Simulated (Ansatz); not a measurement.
# La3AsPt2: the cost of one run

Program: Ansatz 0.2.0. Level of theory: DFT PBE, scalar-relativistic, plane waves, PAW. These are calculated values, not measurements.

1 further run of the same task is left out (it didn't finish).

### Step 1. The starting structure

It takes space group P6/mmm (No. 191, hexagonal). The conventional cell has a = 6.634 Å, b = 6.634 Å, c = 3.590 Å, α = 90.00°, β = 90.00°, γ = 120.00°. La (site symmetry mmm) has 4 Pt at 2.62 Å and 6 La at 3.32 to 3.59 Å and 4 As at 3.77 Å as nearest neighbours. Around As (site symmetry 6/mmm) lie 2 As at 3.59 Å and 12 La at 3.77 Å and 6 Pt at 3.83 Å. Pt (site symmetry -6m2) has 6 La at 2.62 Å as nearest neighbours.

As a file:

```xyz
6
Lattice="6.6336 0.0000 0.0000 -3.3168 5.7449 0.0000 0.0000 0.0000 3.5899" Properties=species:S:1:pos:R:3 pbc="T T T"
La    3.3168    0.0000    1.7949
La    1.6584    2.8724    1.7949
La   -1.6584    2.8724    1.7949
As    0.0000    0.0000    0.0000
Pt    0.0000    3.8299    0.0000
Pt    3.3168    1.9150    0.0000
```

A structure generator made this guess: species swapped into a database cell of CeB2Ru3 (P6/mmm, No. 191), with As on the Ce sites, Pt on the B sites and La on the Ru sites. Lengths come from tabulated atomic sizes and are only a guess.

### Step 2. The guess as it stands, on a coarse mesh

File input.yaml:

```yaml
crystal:
  lattice:
    - [6.6336126, 0.0, 0.0]
    - [-3.3168063, 5.74487703, 0.0]
    - [0.0, 0.0, 3.58985682]
  atoms:
    - { symbol: La, position: [0.5, 0.0, 0.5] }
    - { symbol: La, position: [0.5, 0.5, 0.5] }
    - { symbol: La, position: [0.0, 0.5, 0.5] }
    - { symbol: As, position: [0.0, 0.0, 0.0] }
    - { symbol: Pt, position: [0.33333333, 0.66666667, 0.0] }
    - { symbol: Pt, position: [0.66666667, 0.33333333, 0.0] }
basis:
  ecutwfc: 420
kpoints:
  mp_grid: { grid: [3, 3, 6] }
hamiltonian:
  xc: pbe
scf:
  occupations: { method: gaussian, width: 0.1 }
  lower_state_search: "off"
output:
  forces: true
  stress: true
  eigenvalues: true
```

Launch:

```sh
$ ansatz run input.yaml --threads 1 --pin off --max-ram 2560MiB --backend cpu --events-out ev --progress --plain --runs-dir out
```

What time and memory should one allow on 1 thread of Arm Neoverse N1, shared host?

About 13 s, with a peak of 0.43 GiB.
